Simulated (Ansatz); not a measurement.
**AlBr2 radical: basis-set convergence**

An exercise on one series of results from a longer session: the logs are not shown, and one member is left open.

Method: one geometry, several basis sets; program: Ansatz 0.2.0, Gaussian basis.

The runs, in order: PBE0-D4/def2-SVP; ωB97M-V/def2-SVP; PBE0-D4/def2-QZVPP; ωB97M-V/def2-QZVPP; the functionals' def2-TZVPP values are taken from earlier runs.

### Structure used throughout

All runs share one geometry, relaxed beforehand with PBE0-D4 in a triple-zeta def2 set.

3 atoms, charge 0, spin multiplicity 2.

Atoms are counted from 1 here; the program's logs count them from 0.

Bond lengths: Br1–Al2 2.266 Å, Al2–Br3 2.266 Å. Angles: Br1–Al2–Br3 119.1°.

The first run:

Input file in.yaml:

```yaml
crystal:
  periodic: [false, false, false]
  atoms:
    - {symbol: Br, position_ang: [0.607022, 1.799798, 0.519438]}
    - {symbol: Al, position_ang: [0.569024, -0.451947, 0.265199]}
    - {symbol: Br, position_ang: [-1.186946, -1.412652, -0.797837]}
basis:
  gaussian: {orbitals: def2-SVP}
magnetization: {spin_polarized: true, initial_magnetization: 1}
hamiltonian: {xc: pbe0, dispersion: d4}
output: {orbitals: {seedname: orbitals}}
```

Steps of the session up to this table: PBE0-D4 in def2-SVP; ωB97M-V in def2-SVP; PBE0-D4 in def2-QZVPP; ωB97M-V in def2-QZVPP.

One of the session's tables, all rows but one given; the rest of the session is left out.

It belongs to the step «Functionals by basis». 

| functional | basis | HOMO (eV) | LUMO (eV) |
| --- | --- | --- | --- |
| PBE0-D4 | def2-SVP | -6.53 | -3.37 |
| PBE0-D4 | def2-TZVPP | -6.58 | -3.38 |
| PBE0-D4 | def2-QZVPP | -6.59 | -3.39 |
| ωB97M-V | def2-SVP | ? | ? |
| ωB97M-V | def2-TZVPP | -8.23 | -1.97 |
| ωB97M-V | def2-QZVPP | -8.27 | -2.02 |

Q: Estimate the row for ωB97M-V, def2-SVP from the others.

As computed: HOMO (eV): -8.17; LUMO (eV): -1.95. In the column «HOMO (eV)» it lies between ωB97M-V, def2-TZVPP (-8.23) and PBE0-D4, def2-QZVPP (-6.59).
